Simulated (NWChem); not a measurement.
# RbF (SMILES [F][Rb]): levels of theory compared

We compute a comparison of 6 runs (HF/STO-3G, HF/def2-SVP, PBE0/def2-TZVP, PBE0/3-21G, PBE0/def2-SVP, M06-2X/def2-TZVP) of RbF. 

The calculation is run with NWChem 7.3.0.

4 further runs of the same task are left out: 4 set aside as unsound or not needed.

### Step 1. The structure to begin with

RbF has 2 atoms, charge 0, and is taken as a singlet. As SMILES, `[F][Rb]`. The coordinates come from a PBE0-D4/def2-TZVP relaxation.

Bond lengths: F1–Rb2 2.340 Å.

### Step 2. Energy and gradient at HF/STO-3G (run 1)

The input, a.xyz:

```xyz
2
FRb gradient
F      0.000000     0.000000    -0.070970
Rb     0.000000     0.000000     2.268560
```

The input, run.py:

```python
from ase.io import read
from ase.calculators.nwchem import NWChem

system = read('a.xyz')

calc = NWChem(
    label='a',
    theory='scf',
    memory='2200 mb',
    basis='STO-3G',
    basispar='spherical bse',
    scf={'nopen': '0', 'rhf': None, 'thresh': '1e-08', 'maxiter': '80'},
)
system.calc = calc

forces = system.get_forces()
print(f"energy = {system.get_potential_energy():.6f} eV")
print("forces (eV/A):")
for s, f in zip(system.symbols, forces):
    print(f"{s:2s} {f[0]:10.5f} {f[1]:10.5f} {f[2]:10.5f}")
print("dipole (e A):", system.get_dipole_moment().round(4))
```

Launch:

```sh
$ export ASE_NWCHEM_COMMAND="nwchem PREFIX.nwi > PREFIX.nwo"
$ python run.py
```

Output:

```text
energy = -81786.783193 eV
forces (eV/A):
F    -0.00000    0.00000   -0.42310
Rb    0.00000   -0.00000    0.42310
dipole (e A): [ 0.     -0.      1.5536]
```

The calculator wrote a.nwi:

```
title "a"

permanent_dir a

scratch_dir a

start a

geometry units angstrom nocenter noautosym noautoz
  F  0.0000000000000000e+00 0.0000000000000000e+00 -7.0970000000000005e-02
  Rb 0.0000000000000000e+00 0.0000000000000000e+00 2.2685599999999999e+00
end

memory 2200 mb

basis spherical bse noprint
   * library STO-3G
end

scf
  nopen 0
  rhf
  thresh 1e-08
  maxiter 80
end

task scf gradient
```

a.nwo:

```text
Northwest Computational Chemistry Package (NWChem) 7.3.0
             --------------------------------------------------------

           Job information
           ---------------

    nwchem branch   = 7.3.0
    use scalapack   = T
    input           = a.nwi
    prefix          = a.
    data base       = a/a.db
    status          = startup
    nproc           =        1

           Memory information
           ------------------

[... 5 lines left out ...]
    hardfail = no
[... 100 lines left out ...]
         Quadratically convergent ROHF
[... 15 lines left out ...]
       Final RHF  results
[... 4 lines left out ...]
      Two-electron energy =   1263.979320121664
[... 36 lines left out ...]
                       ROHF Final Molecular Orbital Analysis
[... 141 lines left out ...]
                 ----------------------------------------
                 |  Time  |  1-e(secs)   |  2-e(secs)   |
                 ----------------------------------------
                 |  CPU   |       0.00   |       0.35   |
                 ----------------------------------------
                 |  WALL  |       0.00   |       0.35   |
                 ----------------------------------------

 Task  times  cpu:        2.1s     wall:        2.1s
 Total times  cpu:        2.2s     wall:        2.2s
```

Wall time 3.6 s (1 thread of Intel Xeon Platinum 8259CL at 2.50GHz (Skylake/Cascade Lake), shared host); peak memory 0.1 GiB.

### Step 3. Energy and forces at HF/def2-SVP (core potential) (run 2)

The input, frb.nw:

```
start frb
title "RbF"
memory total 2200 mb
charge 0

geometry units angstrom noautosym nocenter noautoz
F     0.000000    0.000000   -0.070970
Rb    0.000000    0.000000    2.268560
end

basis spherical bse
* library def2-SVP
end

ecp bse
Rb library def2-SVP
end

scf
thresh 1e-08
maxiter 80
print low
end

task scf gradient
```

Launch:

```sh
$ nwchem frb.nw > frb.out
```

Output:

```text
[...]
  functions       =    38
[...]
  wavefunction    = RHF
[...]
         Total SCF energy =   -123.183488723288
      One-electron energy =   -218.435645190966
      Two-electron energy =     76.930802533778
 Nuclear repulsion energy =     18.321353933899
        Time for solution =      1.6s
[...]
                         RHF ENERGY GRADIENTS
    atom               coordinates                        gradient
                 x          y          z           x          y          z
   1 F       0.000000   0.000000  -0.134114   -0.000000  -0.000000  -0.001890
   2 Rb      0.000000   0.000000   4.286957    0.000000   0.000000   0.001890
 Task  times  cpu:        2.3s     wall:        2.3s
 Total times  cpu:        2.3s     wall:        2.3s
```

Run time: 2.9 s. Hardware: 1 thread of Intel Xeon Platinum 8259CL at 2.50GHz (Skylake/Cascade Lake), shared host; peak memory 0.1 GiB.

Runs 3 to 5 aren't shown in full; the table further down has their settings and results.

### Step 4. Energy and gradient at M06-2X/def2-TZVP (core potential) (run 6)

The input, calc.nw:

```
start calc
title "FRb M06-2X"
memory 2200 mb

geometry noautosym nocenter noautoz
 F     0.000000    0.000000   -0.070970
 Rb    0.000000    0.000000    2.268560
end

basis spherical bse
 * library def2-TZVP
end

ecp bse
 Rb library def2-TZVP
end

dft
 xc m06-2x
 grid xfine
 convergence energy 1e-08
 iterations 100
 mulliken
 print medium
end

task dft gradient
```

Launch:

```sh
$ nwchem calc.nw > calc.out
```

Output:

```text
[...]
          Wavefunction type:  closed shell.
          No. of atoms     :     2
          No. of electrons :    18
[...]
          Charge           :     0
          Spin multiplicity:     1
[...]
          AO basis - number of functions:    64
[...]
              XC Information
              --------------
                       M06-2X Method XC Functional
                     Hartree-Fock (Exact) Exchange  0.540
                        M06-2X Exchange Functional  1.000
                      M06-2X Correlation Potential  1.000
[...]
 d= 0,ls=0.0,diis     1   -123.8230368195 -1.42D+02  2.36D-02  9.61D-01     1.5
[...]
 d= 0,ls=0.0,diis    10   -123.9330780759 -2.80D-09  4.45D-07  9.01D-11    13.3
         Total DFT energy =     -123.933078075946
      One electron energy =     -218.131870662041
           Coulomb energy =       90.089389053780
    Exchange-Corr. energy =      -14.211950401585
 Nuclear repulsion energy =       18.321353933899
[...]
      Total Density - Mulliken Population Analysis
     ---------------------------------------------
    Atom       Charge   Shell Charges
 -----------   ------   -------------------------------------------------------
    1 F    9     9.81   0.77  1.20  0.61  0.91  0.49  2.26  2.10  1.47  0.00  0.00  0.00
    2 Rb   9     8.19   0.03 -0.30  1.46  0.81  0.03 -0.01  4.79  1.18  0.06 -0.00  0.07  0.06 -0.00
[...]
  wavefunction    = closed shell
                         DFT ENERGY GRADIENTS
    atom               coordinates                        gradient
                 x          y          z           x          y          z
   1 F       0.000000   0.000000  -0.134114    0.000000  -0.000000   0.000214
   2 Rb      0.000000   0.000000   4.286957   -0.000000   0.000000  -0.000214
[...]
```

Run time: 18 s. Hardware: 1 thread of Intel Xeon Platinum 8259CL at 2.50GHz (Skylake/Cascade Lake), shared host; peak memory 0.13 GiB.

### Step 5. All runs side by side

```csv
run,level,core potential,iteration cap,energy (Eh),dipole moment (D),HOMO energy (eV),LUMO energy (eV),wall time
1,HF/STO-3G,–,80,-3005.608870,7.46,-1.98,8.26,3.6 s
2,HF/def2-SVP (core potential),def2-SVP,80,-123.183489,–,–,–,2.9 s
3,PBE0/def2-TZVP (core potential),def2-TZVP,100,-123.927227,–,–,–,34 s
4,PBE0/3-21G,–,100,-3025.341056,7.52,-3.96,-1.40,6 s
5,PBE0/def2-SVP (core potential),def2-SVP,100,-123.789497,8.62,-5.48,-1.15,21 s
6,M06-2X/def2-TZVP (core potential),def2-TZVP,100,-123.933078,9.17,-8.05,-1.18,18 s
```

### Step 6. Results

| quantity | value |
| --- | --- |
| run 6: total energy | -123.93308 Eh |
| run 6: dipole moment | 9.17 D |
| run 6: HOMO energy | -8.05 eV |
| run 6: LUMO energy | -1.18 eV |
| run 6: HOMO–LUMO gap | 6.88 eV |
| run 6: largest force on an atom | 0.011 eV/Å |

**Reading.** Over runs 1, 4, 5, 6 the dipole moment (its size) runs from 7.46 D (HF/STO-3G) to 9.17 D (M06-2X/def2-TZVP). The two ends differ in method and basis and core potential. Over runs 1, 4, 5, 6 the HOMO–LUMO gap runs from 2.57 eV (PBE0/3-21G) to 10.25 eV (HF/STO-3G). The two ends differ in method and basis. Totals of different functionals can't be ranked against each other. Some runs of one species differ in core potentials or relativity; totals across that change don't compare. In run 1 the basis is minimal, so the values are rough. In runs 1, 4 relativity is left out where basis or elements ask for it. All runs together took 85 s, the longest 34 s.
